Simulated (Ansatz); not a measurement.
**TlSn: response to strain**

Aim: deform TlSn (zz strain of +1 %) and compute stress, forces and field gradients with LAPW, PAW and all-electron datasets made for the crystal.

Program: Ansatz 0.2.0. Level of theory: DFT LDA, scalar-relativistic. These are calculated values, not measurements.

2 further runs of the same task are left out: 2 set aside as unsound or not needed.

## Step 1: The system as given

It takes space group P4/mmm (No. 123, tetragonal). The conventional cell has a = 3.615 Å, b = 3.615 Å, c = 4.375 Å, α = 90.00°, β = 90.00°, γ = 90.00°. Tl (site symmetry 4/mmm) is surrounded by 8 Sn at 3.36 Å and 4 Tl at 3.61 Å. Around Sn (site symmetry 4/mmm) lie 8 Tl at 3.36 Å and 4 Sn at 3.61 Å.

Structure file:

```cif
data_structure
_symmetry_space_group_name_H-M 'P 1'
_symmetry_Int_Tables_number 1
_cell_length_a 3.6147
_cell_length_b 3.6147
_cell_length_c 4.3750
_cell_angle_alpha 90.000
_cell_angle_beta 90.000
_cell_angle_gamma 90.000
_cell_volume 57.16
loop_
_atom_site_label
_atom_site_type_symbol
_atom_site_fract_x
_atom_site_fract_y
_atom_site_fract_z
_atom_site_occupancy
Tl1 Tl 0.00000 0.00000 0.00000 1
Sn1 Sn 0.50000 0.50000 0.50000 1
```

Atoms are numbered in the order of the input: Tl1, Sn2.

## Step 2: The deformed structure

Space group P4/mmm before, P4/mmm after.

## Step 3: All-electron LAPW

File input.yaml:

```yaml
crystal:
  lattice:
    - [3.6147298654, 0.0, 0.0]
    - [0.0, 3.6147298654, 0.0]
    - [0.0, 0.0, 4.41875]
  atoms:
    - { symbol: Tl, position: [0.0, 0.0, 0.0] }
    - { symbol: Sn, position: [0.5, 0.5, 0.5] }
kpoints:
  mp_grid: { grid: [9, 9, 8] }
  band_path:
    path:
      - [0.0, 0.0, 0.0]
      - [0.0, 0.5, 0.0]
      - [0.5, 0.5, 0.0]
      - [0.0, 0.0, 0.0]
      - [0.0, 0.0, 0.5]
      - [0.0, 0.5, 0.5]
      - [0.5, 0.5, 0.5]
      - [0.0, 0.0, 0.5]
      - [0.0, 0.5, 0.0]
    npoints: 5
scf:
  occupations: { method: fermi_dirac, width: 0.08 }
hamiltonian:
  xc: lda
  pseudopotentials: { kind: all_electron, lapw: { basis_error: 0.00025 } }
output:
  forces: true
  stress: true
  eigenvalues: true
```

Launch:

```bash
> ansatz run input.yaml --threads 1 --pin off --max-ram 3072MiB --backend cpu --events-out ev --progress --plain --runs-dir out
```

## Step 4: Frozen-core PAW

File input.yaml:

```yaml
crystal:
  lattice:
    - [3.6147298654, 0.0, 0.0]
    - [0.0, 3.6147298654, 0.0]
    - [0.0, 0.0, 4.41875]
  atoms:
    - { symbol: Tl, position: [0.0, 0.0, 0.0] }
    - { symbol: Sn, position: [0.5, 0.5, 0.5] }
kpoints:
  mp_grid: { grid: [9, 9, 8] }
scf:
  occupations: { method: fermi_dirac, width: 0.08 }
hamiltonian:
  xc: lda
  pseudopotentials: { kind: paw }
output:
  forces: true
  stress: true
  eigenvalues: true
  efg: { contact_densities: true }
  write_density: true
  write_potential: true
  elf: true
  volumetric_format: npy
```

## Step 5: All-electron PAW on datasets made for the crystal

input.yaml: that of step 4 with these lines changed.

```diff
@@ -14,3 +14,3 @@
   xc: lda
-  pseudopotentials: { kind: paw }
+  pseudopotentials: { kind: all_electron, datasets: crystal }
 output:
@@ -20,5 +20 @@
   efg: { contact_densities: true }
-  write_density: true
-  write_potential: true
-  elf: true
-  volumetric_format: npy
```

(Steps that only read results are left out.)

**Question.** What will these runs give? Wanted: pressure; largest shear or deviatoric stress.

As calculated:

| quantity | value |
| --- | --- |
| pressure | LAPW -3.62, PAW -3.62, crystal datasets -3.62 GPa |
| largest shear or deviatoric stress (LAPW) | 0.45 GPa |

Against the undeformed cell the largest change of stress is -0.34 GPa, in the zz component, with the atoms carried along and not relaxed. PAW: stress within 0.01 GPa of LAPW. Crystal datasets: stress within 0.01 GPa of LAPW. Spin-orbit coupling is left out, though the cell holds Tl; in elements this heavy it can shift bands and gaps by tenths of an eV.
